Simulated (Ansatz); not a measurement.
This script makes vertical spin-state energies of CH8OSi2, SMILES OC[SiH2][SiH3] with Ansatz's Python interface.

Script `spin.py`:
```python
import ansatz as az


def main() -> None:
    ch8osi2 = (
        az.Crystal.molecule()
        .atom("O", (-0.452, 2.5936, 0.156))
        .atom("C", (0.0608, 1.3474, 0.4201))
        .atom("Si", (-0.4905, -0.0708, -0.6869))
        .atom("Si", (0.7273, -1.9493, 0.0384))
        .atom("H", (-1.4657, 2.5587, 0.2133))
        .atom("H", (1.1507, 1.4874, 0.3562))
        .atom("H", (-0.1413, 1.1222, 1.4702))
        .atom("H", (-0.1052, 0.2287, -2.1081))
        .atom("H", (-1.9295, -0.238, -0.5186))
        .atom("H", (0.2668, -3.143, -0.7463))
        .atom("H", (0.3122, -2.2324, 1.4876))
        .atom("H", (2.1433, -1.7596, -0.0478))
    )

    base = (
        ch8osi2.calculation()
        .basis(gaussian="def2-TZVPP")
        .correlation("mp2")
    )
    found = {}
    for unpaired in [0, 2]:
        r = base.spin("collinear", total=unpaired).run().report
        s = unpaired / 2
        found[unpaired] = r["free_energy_ev"]
        print(f"2S+1 = {unpaired + 1}: E = {found[unpaired]:.5f} eV, <S^2> = {abs(r['mean_field']['state']['spin_squared']):.3f} (pure state {s * (s + 1):.2f})")
    lowest = min(found, key=found.get)
    for unpaired, e in found.items():
        print(f"multiplicity {unpaired + 1}: {(e - found[lowest]):.3f} eV above the lowest")


if __name__ == "__main__":
    main()
```

Which spin state is lowest at this geometry, and how far above lie the others?

In order: multiplicity 1 (+0.00 eV) and multiplicity 3 (+6.59 eV), all at the one geometry.

The run itself:

Output of `python spin.py`:
```text
2S+1 = 1: E = -18938.11371 eV, <S^2> = 0.000 (pure state 0.00)
2S+1 = 3: E = -18931.52330 eV, <S^2> = 2.014 (pure state 2.00)
multiplicity 1: 0.000 eV above the lowest
multiplicity 3: 6.590 eV above the lowest
```

Caveats:
- Total energies depend on the basis set; only differences at equal settings carry meaning.
- The geometry is a force-field or estimated start, not a minimum of this method, and the basis set is short of its limit. All parts are taken at fixed geometry, without zero-point energy.
- S² is that of the Hartree-Fock reference.
- Wall time of the script: 50 s on 1 thread of AMD EPYC 9R45 (Zen 5) (shared host), peak memory 0.78 GiB.

(Lines on the test bed's own set-up are left out of the output.)
